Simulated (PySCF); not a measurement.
**C5H9NSSi: electronic excitations**

Aim: predict the electronic excitations of C5H9NSSi (`Cc1sccc1N[SiH3]`).

Computed with PySCF 2.14.0, with density-fitted response routines of our own, on a single molecule in the gas phase. Atoms count from 0, in the outputs and in this text.

## 1. The molecule as given

17 atoms, charge 0, multiplicity 1; geometry from: GFN2-xTB.

Bonds of the start (Å): C0–C1 1.49, C1–S2 1.74, S2–C3 1.72, C3–C4 1.35, C4–C5 1.42, C5–N6 1.38, N6–Si7 1.73, C5–C1 1.37, C0–H8 1.09, C0–H9 1.09, C0–H10 1.09, C3–H11 1.07, C4–H12 1.07, N6–H13 1.01, Si7–H14 1.47, Si7–H15 1.46, Si7–H16 1.47.

## 2. Excited states and response: CAM-B3LYP/def2-SVPD

Job settings and geometry (Å):

```
{"job": {"kind": "uv", "xc": "CAM-B3LYP", "basis": "def2-SVPD", "nstates": 8, "ntriplets": 3}, "charge": 0, "multiplicity": 1}
C     -2.337653    -0.696746     0.851354
C     -1.362223     0.358715     0.450595
S     -1.874909     1.999780     0.208359
C     -0.276919     2.485313    -0.195348
C      0.597070     1.452635    -0.145413
C     -0.017139     0.225022     0.226233
N      0.669704    -0.967576     0.345998
Si     2.355616    -1.243777     0.100417
H     -2.056784    -1.147289     1.805391
H     -3.328970    -0.263865     0.956981
H     -2.387902    -1.489027     0.101843
H     -0.086894     3.509630    -0.446324
H      1.645743     1.539830    -0.362743
H      0.072489    -1.731995     0.618260
H      2.733655    -0.914351    -1.278162
H      2.497865    -2.671679     0.373329
H      3.150254    -0.432590     1.028782
```

Method: TDDFT CAM-B3LYP/def2-SVPD, vertical, gas phase, core orbitals frozen in the response.

Started as:

```bash
> OMP_NUM_THREADS=1 python probes_run.py task.json out
```

This one command runs all jobs of the session in turn.

Output:

```text
coarse grid: 15320 points
cycle   1  E = -937.7246867896  dE =  1.425e+00  |g| = 3.587e-01  |ddm| = 8.123e+00
cycle   2  E = -937.7410983398  dE = -1.641e-02  |g| = 3.026e-01  |ddm| = 1.533e+00
cycle   3  E = -937.7604072878  dE = -1.931e-02  |g| = 7.394e-02  |ddm| = 6.579e-01
cycle   4  E = -937.7615917004  dE = -1.184e-03  |g| = 3.125e-02  |ddm| = 2.089e-01
cycle   5  E = -937.7618472984  dE = -2.556e-04  |g| = 6.446e-03  |ddm| = 9.097e-02
cycle   6  E = -937.7618573410  dE = -1.004e-05  |g| = 2.139e-03  |ddm| = 1.661e-02
cycle   7  E = -937.7618584780  dE = -1.137e-06  |g| = 5.420e-04  |ddm| = 6.423e-03
final grid: 139056 points
cycle   8  E = -937.8815442913  dE = -3.404e-05  |g| = 3.366e-03  |ddm| = 1.361e-01
cycle   9  E = -937.8815446259  dE = -3.345e-07  |g| = 3.289e-03  |ddm| = 1.833e-02
cycle  10  E = -937.8815473113  dE = -2.685e-06  |g| = 4.615e-04  |ddm| = 8.264e-03
cycle  11  E = -937.8815473600  dE = -4.866e-08  |g| = 2.210e-04  |ddm| = 1.736e-03
cycle  12  E = -937.8815473726  dE = -1.261e-08  |g| = 6.000e-05  |ddm| = 6.294e-04
cycle  13  E = -937.8815473735  dE = -8.893e-10  |g| = 1.077e-05  |ddm| = 1.639e-04
converged SCF energy = -937.8815473735

Static polarisability (au): isotropic 110.853, principal 76.895 114.835 140.829

Singlet excitations
state   eV       nm        f      main configurations
  1   4.9261    251.7   0.04275   H->L+1 0.56, H->L 0.34
  2   4.9301    251.5   0.08542   H->L 0.62, H->L+1 0.31
  3   5.3989    229.6   0.00521   H->L+2 0.54, H->L+5 0.10, H->L+4 0.10
  4   5.8920    210.4   0.06719   H-1->L 0.82
  5   5.9288    209.1   0.00139   H->L+4 0.52, H->L+6 0.15, H->L+3 0.11
  6   6.0243    205.8   0.00031   H-1->L+1 0.30, H-1->L+2 0.26
  7   6.1312    202.2   0.01216   H->L+3 0.53, H->L+6 0.17, H->L+5 0.15
  8   6.2290    199.0   0.00105   H->L+5 0.58, H->L+2 0.21, H->L+6 0.14

Triplet excitations (Tamm-Dancoff, eV): 3.4038 4.3285 4.7576
```

Wall time 77 s (1 thread of Arm Neoverse V1, shared host); peak memory 1.1 GiB.

The orbitals next to the gap, with their largest atomic shares:

| orbital | eV | atoms |
| --- | --- | --- |
| HOMO−3 | -10.92 | S2 50 %, C1 11 %, C3 7 % |
| HOMO−2 | -10.14 | N6 26 %, S2 16 %, Si7 14 % |
| HOMO−1 | -8.05 | S2 27 %, C4 27 %, C3 19 % |
| HOMO | -6.87 | C1 22 %, N6 22 %, C5 16 % |
| LUMO | 0.87 | C3 23 %, S2 21 %, C4 15 % |
| LUMO+1 | 0.92 | Si7 20 %, S2 16 %, C0 11 % |
| LUMO+2 | 1.27 | Si7 32 %, S2 29 %, H16 6 % |

With each of the 8 states as a Gaussian band of 0.4 eV half-width at 1/e, the curve within the window shown has maxima at 251 nm (ε 5,300), 210 nm (ε 3,200) L/(mol cm). Beyond the last state computed it falls off for lack of states. The curve at chosen wavelengths:

```csv
nm,ε (L/mol/cm)
190,431
194,938
198,1661
202,2441
205,2911
209,3213
213,3095
217,2688
221,2239
225,1986
228,2020
232,2393
236,3070
240,3884
244,4629
248,5119
251,5251
255,5095
259,4614
263,3923
267,3148
271,2396
274,1891
278,1327
282,894
286,580
```

Leading natural transition orbitals of singlet state 2: the hole lies on C1 25 %; N6 21 %; C5 17 %; the particle on S2 18 %; C3 17 %; C1, C4 about 11 % each.

Leading natural transition orbitals of singlet state 1: the hole lies on C1 25 %; N6 22 %; C5 16 %; the particle on S2 17 %; H13 10 %; C1, C3 about 9 % each.

Further results of this job:

| property | computed |
| --- | --- |
| dipole moment (D) | 1.27 |
| polarisability (Å³) | 16.43 |
| HOMO–LUMO gap (eV) | 7.74 |
| −ε(HOMO) (eV) | 6.87 |

The fields below are evaluated on a grid from the run's orbitals.

Frontier orbitals at CAM-B3LYP/def2-SVPD, with the share of their density that lies nearest to each atom:

| orbital | energy (eV) | lies on |
| --- | --- | --- |
| HOMO | -6.87 | C1 25 %; N6 21 %; C5 16 % |
| LUMO | 0.87 | C3 22 %; S2 19 %; C1 17 % |

ELF in a plane through or near 13 of the atoms.

Ten even steps from '0' (0.00) to '9' (1.00):
```
0000000000000000000000000000
0000000000000000000000000000
0000000000000000000000000000
0000000000000000000000000000
0000011100000000000000000000
0002899981001100011000000000
0007999991059810255333530000
0003999972379930344299995000
0000251342832611484599994000
0000011771856847327423310000
0000124321114158538522100000
0000011210026982164158741000
0000000004995835463729962000
0000000019998582287578740000
0000000007972146662122200000
0000000000000089993000000000
0000000000000079994000000000
0000000000000003420000000000
0000000000000000000000000000
0000000000000000000000000000
```
The map spans 11.6 Å across and 12.1 Å up, centred on the molecule. Atoms in the plane (x, y in Å): C0 (2.1, 1.4), C1 (1.4, 0.0), S2 (2.3, -1.4), C3 (0.9, -2.4), C4 (-0.2, -1.6), C5 (0.1, -0.2), N6 (-0.9, 0.8), Si7 (-2.6, 0.6), H9 (3.2, 1.2), H11 (1.0, -3.4), H12 (-1.2, -2.0), H13 (-0.5, 1.7), H15 (-3.1, 1.9).

On the surface of density 0.002 e/bohr³ the electrostatic potential runs, from the 1st to the 99th percentile, from -0.72 V near S2 to 1.56 V near H13.

## 3. Outcome

| quantity | value |
| --- | --- |
| lowest singlet (CAM-B3LYP/def2-SVPD) | 4.93 eV (252 nm), f = 0.043 |
| brightest single state of those computed | state 2, 4.93 eV, f = 0.085 |
| lowest triplet | 3.40 eV |
| surface potential, 1st and 99th percentile | -0.72 V and 1.56 V |

What this shows: The lowest singlet, at 4.93 eV, is HOMO→LUMO+1 0.56, HOMO→LUMO 0.34 and is weak; of the 8 states computed, the strongest absorption comes from states 1 to 2 together at 4.93 eV. The lowest triplet lies 1.52 eV below the lowest singlet (triplets in Tamm-Dancoff, singlets in full TDDFT).
